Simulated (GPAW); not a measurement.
# MoS2 (P6_3/mmc) in GPAW: single point with LDA

Aim: the single point of MoS2 with LDA.

All numbers are computed with GPAW 26.7.0; they aren't measurements. Logs are shortened: lines on timing, memory, paths and dates and some standing lists are left out, and cuts for length are marked. The log counts tension as positive stress, the text compression.

**What was measured.**

“Multiwavelength excitation Raman Scattering Analysis of bulk and 2 dimensional MoS2: Vibrational properties of atomically thin MoS2 layers”, 2015, arxiv:1506.03228 reports, for a bulk crystal of MoS2 at 300 K: band gap 1.3 eV (indirect).

How close the calculation comes is told below.

**1. The structure**

The structure is hexagonal, space group P6_3/mmc (No. 194). The conventional cell has a = 3.161 Å, b = 3.161 Å, c = 12.295 Å, α = 90.00°, β = 90.00°, γ = 120.00°. Mo (site symmetry -6m2) is surrounded by 6 S at 2.39 Å. S (site symmetry 3m) is surrounded by 3 Mo at 2.39 Å.

**2. Single point, LDA**

run.py reads:

```python
from ase import Atoms
from ase.dft.bandgap import bandgap
from ase.io import write
from ase.units import GPa
from gpaw import GPAW, PW

atoms = Atoms(['Mo', 'Mo', 'S', 'S', 'S', 'S'],
              cell=[[3.161, 0.0, 0.0],
                    [-1.5805, 2.7375063014, 0.0],
                    [0.0, 0.0, 12.295]],
              scaled_positions=[[0.333333, 0.666667, 0.25],
                                [0.666667, 0.333333, 0.75],
                                [0.333333, 0.666667, 0.624561],
                                [0.666667, 0.333333, 0.124561],
                                [0.333333, 0.666667, 0.875439],
                                [0.666667, 0.333333, 0.375439]],
              pbc=True)

calc = GPAW(mode=PW(500),
            xc='LDA',
            kpts={'size': (8, 8, 2), 'gamma': True},
            occupations={'name': 'fermi-dirac', 'width': 0.01},
            nbands=46,
            convergence={'density': 1e-05, 'energy': 1e-05},
            maxiter=150,
            txt='gpaw.txt')
atoms.calc = calc
energy = atoms.get_potential_energy()
forces = atoms.get_forces()
stress = atoms.get_stress()
calc.write('gs.gpw')
write('result.traj', atoms)
print(f'Energy: {energy:.6f} eV')
print('Forces (eV/A):')
print(forces.round(4))
print('Stress (GPa):', (stress / GPa).round(3))
print('Fermi level:', round(calc.get_fermi_level(), 4), 'eV')
print(f'Gap: {bandgap(calc)[0]:.4f} eV, direct: {bandgap(calc, direct=True)[0]:.4f} eV')
```

Potentials or basis: the program's PAW data sets (release 1.2.1) made for this functional, pw.

The run is started by

```console
$ OMP_NUM_THREADS=1 python run.py
```

gpaw.txt:

```text
__  _  _
 | _ |_)|_||  |
 |__||  | ||/\| - 26.7.0

Input parameters:
  mode=PW(ecut=500.0),
  convergence={'density': 1e-05, 'energy': 1e-05},
  kpts=MonkhorstPack(size=(8, 8, 2), gamma=True),
  maxiter=150,
  nbands=46,
  occupations=Occupations(name='fermi-dirac', width=0.01),
  xc=XC(name='LDA')

Diagonalizing LCAO Hamiltonian
Converting LCAO to pw mode

        S

           Mo
        S

           S
        Mo

           S

Atoms  # Å, Bohr magnetons
|   | symbol |         x |        y |         z |    initial magnetic moments |
|---|--------|-----------|----------|-----------|-----------------------------|
| 0 |     Mo | -0.000002 | 1.825005 |  3.073750 | ( 0.0000,  0.0000,  0.0000) |
| 1 |     Mo |  1.580502 | 0.912501 |  9.221250 | ( 0.0000,  0.0000,  0.0000) |
| 2 |      S | -0.000002 | 1.825005 |  7.678977 | ( 0.0000,  0.0000,  0.0000) |
| 3 |      S |  1.580502 | 0.912501 |  1.531477 | ( 0.0000,  0.0000,  0.0000) |
| 4 |      S | -0.000002 | 1.825005 | 10.763523 | ( 0.0000,  0.0000,  0.0000) |
| 5 |      S |  1.580502 | 0.912501 |  4.616023 | ( 0.0000,  0.0000,  0.0000) |

Unit cell  # Å
| periodic |         x |        y |         z |   lengths |     angles |
|----------|-----------|----------|-----------|-----------|------------|
|      yes |  3.161000 | 0.000000 |  0.000000 |  3.161000 |  90.000000 |
|      yes | -1.580500 | 2.737506 |  0.000000 |  3.161000 |  90.000000 |
|      yes |  0.000000 | 0.000000 | 12.295000 | 12.295000 | 120.000000 |

Number of symmetries: 4
Symmetry operations  # r_c * U_cc + t_c -> r_c
|   | kind |            matrix            |
|---|------|------------------------------|
| 0 |  E   |  1, 0, 0,  0, 1, 0,  0, 0, 1 |
| 1 |  C2  |  0, 1, 0,  1, 0, 0,  0, 0,-1 |
| 2 |  σ   |  0,-1, 0, -1, 0, 0,  0, 0, 1 |
| 3 |  i   | -1, 0, 0,  0,-1, 0,  0, 0,-1 |

BZ-sampling:
  Number of BZ points: 128
  Number of IBZ points: 42

  Monkhorst-Pack size: [8, 8, 2]
  Monkhorst-Pack shift: [0.0625, 0.0625, 0.25]

K-points  # in reciprocal-cell coordinates
|     |                                coordinates |     weight |
|-----|--------------------------------------------|------------|
|   0 | (  0.00000000,   0.00000000,   0.00000000) | 0.00781250 |
|   1 | (  0.00000000,   0.00000000,   0.50000000) | 0.00781250 |
|   2 | (  0.12500000,  -0.12500000,   0.00000000) | 0.01562500 |
|   3 | (  0.12500000,  -0.12500000,   0.50000000) | 0.01562500 |
|   4 | (  0.12500000,   0.00000000,   0.00000000) | 0.03125000 |
|   5 | (  0.12500000,   0.00000000,   0.50000000) | 0.03125000 |
|   6 | (  0.12500000,   0.12500000,   0.00000000) | 0.01562500 |
|   7 | (  0.12500000,   0.12500000,   0.50000000) | 0.01562500 |
|   8 | (  0.25000000,  -0.25000000,   0.00000000) | 0.01562500 |
|   9 | (  0.25000000,  -0.25000000,   0.50000000) | 0.01562500 |
| ... |                                            |            |
|  41 | (  0.50000000,   0.50000000,   0.50000000) | 0.00781250 |

Plane wave coefficients: 2736
Cutoff: 500.0 eV

Spin-components: 1 (collinear spins)
Bands:           46
Projectors:      32
Spin-degeneracy: 2
Datatype:        complex128

Parallelization:
  kpt:    1
  domain: 1
  band:   1

Density:
  Valence electrons: 52.0
  Components: 1
  Grid points: [18 18 64]
  Charge: 0.0  # |e|

Potential:
  Grid points: [18 18 64]

species:
  Mo:
    name:    Molybdenum
    Z:       42.0
    valence: 14
    core:    28
    charge:  0.0  # [|e|]
    compensation charges:
      type: gauss
      rc: 0.38  # [Å]
      lmax: 2
    cutoffs:
      filter: 2.16  # [Å]
      core: 1.42  # [Å]
    projectors
    | kind |    occ | energy [eV] | rcut [Å] |
    |------|--------|-------------|----------|
    |   4s |  2.000 |     -64.384 |    1.238 |
    |   5s |  1.000 |      -4.319 |    1.238 |
    |   4p |  6.000 |     -38.595 |    1.296 |
    |   5p |  0.000 |      -1.161 |    1.296 |
    |   4d |  5.000 |      -3.933 |    1.296 |
    |    d |        |      23.278 |    1.296 |

    Using partial waves for Mo as LCAO basis

  S:
    name:    Sulfur
    Z:       16.0
    valence: 6
    core:    10
    charge:  0.0  # [|e|]
    compensation charges:
      type: gauss
      rc: 0.24  # [Å]
      lmax: 2
    cutoffs:
      filter: 1.77  # [Å]
      core: 1.66  # [Å]
    projectors
    | kind |    occ | energy [eV] | rcut [Å] |
    |------|--------|-------------|----------|
    |   3s |  2.000 |     -17.278 |    0.974 |
    |   3p |  4.000 |      -7.106 |    0.979 |
    |    s |        |       9.933 |    0.974 |
    |    p |        |      20.105 |    0.979 |
    |    d |        |       0.000 |    0.900 |

    Using partial waves for S as LCAO basis

Reference energy: -263337.961849  # eV

eigensolver:
  PPCG
  Converge bands: occupied
  niter=2

density mixing:
  MSR1-Mixer
  Pratt-step length: 0.05
  Maximum mixing coefficient: 0.75
  Old densities: 10
  SVD Regularization: 0.005
  Good broyden scale: 1.0
  Trust region scale: 1.0
  Backstep threshold: 4.0
  History deletion threshold: 6.0
  Fourier metric: weight=20.0, sigma=0.015

occupation numbers:
  Fermi-Dirac:
    width: 0.0100  # eV

poisson solver:
  ecut: 4000.0  # eV

xc functional:
  name: None

convergence criteria:
- Maximum integral of absolute [dens]ity change: 1e-05 electrons / valence electron
- Maximum [total energy] change in last 3 cyles: 1e-05 eV / valence electron
- Maximum integral of absolute [eigenst]ate change: 4e-08 eV^2 / valence electron
maximum number of iterations: 150

SCF iterations
|iter     | |      energy | eigst |  dens |
|---------|-|-------------|-------|-------|
|iter:   1| |  -52.604427 | +0.53 |       |
|iter:   2| |  -51.873528 | -1.15 | -1.00 |
|iter:   3| |  -49.880824 | -1.14 | -1.07 |
|iter:   4| |  -49.704831 | -1.96 | -1.46 |
|iter:   5| |  -49.685869 | -2.57 | -1.79 |
|iter:   6| |  -49.715750 | -2.99 | -2.07 |
|iter:   7| |  -49.674084 | -3.36 | -2.10 |
|iter:   8| |  -49.674042 | -5.11 | -3.01 |
|iter:   9| |  -49.674044c| -6.02 | -3.41 |
|iter:  10| |  -49.674044c| -7.42c| -4.37 |
|iter:  11| |  -49.674045c| -7.87c| -4.86 |
|iter:  12| |  -49.674045c| -8.46c| -5.48c|

Converged in 12 steps
Energy contributions relative to reference atoms: (reference = -263337.961849)

Energy contributions:
  Kinetic:          -0.465067
  Coulomb:         -10.888027
  Zero:             -0.309191
  External:          0.000000
  Xc:              -38.011760
  Entropy:          -0.000000
  Spinorbit:         0.000000
  ----------------------------
  Free energy:     -49.674045
  Extrapolated:    -49.674045

dipole moment: (0.000001, 0.000002, 0.000007)  # |e|*Ang

Fermi level: 8.753
Eigenvalues  # (at kpt = [0.000, 0.000, 0.000])
| band index |      eig [eV] | occ [0-2] |
|------------|---------------|-----------|
|          0 |       -53.369 |     2.000 |
|        ... |               |           |
|         18 |         4.647 |     2.000 |
|         19 |         5.776 |     2.000 |
|         20 |         5.776 |     2.000 |
|         21 |         5.819 |     2.000 |
|         22 |         5.819 |     2.000 |
|         23 |         6.887 |     2.000 |
[... 8 lines left out ...]
|         32 |        10.553 |     0.000 |
|         33 |        10.553 |     0.000 |
|        ... |               |           |
|         45 |        20.462 |     0.000 |

Gap: 0.907 eV
Transition (v -> c):
  (s=0, k=0, n=25, [0.00, 0.00, 0.00]) -> (s=0, k=14, n=26, [0.25, 0.12, 0.00])
Direct/indirect transitions are different
Direct gap: 1.926 eV
Transition at: (s=0, k=28, n=25, [0.38, 0.25, 0.00])

Forces  # eV/Ang
|        x |        y |        z |
|----------|----------|----------|
|  0.00006 | -0.00004 | -0.00002 |  # Mo   0
| -0.00006 |  0.00004 |  0.00002 |  # Mo   1
|  0.00003 | -0.00002 |  0.05025 |  # S    2
| -0.00003 |  0.00002 |  0.05036 |  # S    3
|  0.00003 | -0.00002 | -0.05036 |  # S    4
| -0.00003 |  0.00002 | -0.05025 |  # S    5

Stress tensor  # eV/Ang^3
|         x |         y |         z |
|-----------|-----------|-----------|
|  0.026027 | -0.000000 |  0.000000 |
| -0.000000 |  0.026027 | -0.000000 |
|  0.000000 | -0.000000 |  0.009758 |

# Writing to gs.gpw (mode='')
```

Run time: 61 s. Hardware: 1 thread of Intel Xeon 6975P-C (Granite Rapids), shared host; peak memory 0.27 GiB.

What came out:

```yaml
Free_energy: -49.6740 eV
Pressure: -3.3 GPa
Largest_force: 0.050 eV/Å
Band_gap_on_the_k_mesh: 0.91 eV, indirect (least direct gap 1.93 eV)
```

Forces on the atoms (eV/Å):
```
Mo   0.000  0.000  0.000
Mo   0.000  0.000  0.000
S    0.000  0.000  0.050
S    0.000  0.000  0.050
S    0.000  0.000 -0.050
S    0.000  0.000 -0.050
```

Caveat: the cutoff is short for stress and forces, so pressures can be off by a GPa or more.

**3. Comparison with measurements**

Step 2. Measured gap of MoS2: 1.3 eV (indirect; 300 K; “Multiwavelength excitation Raman Scattering Analysis of bulk and 2 dimensional MoS2: Vibrational properties of atomically thin MoS2 layers”, 2015, arxiv:1506.03228). This calculation gives 0.91 eV (-0.39 eV). Spin-orbit coupling on Mo is left out. The value is that of LDA on a finite k mesh, which can miss the band edges, without temperature or zero-point motion. Semilocal functionals fall short of measured gaps as a rule.
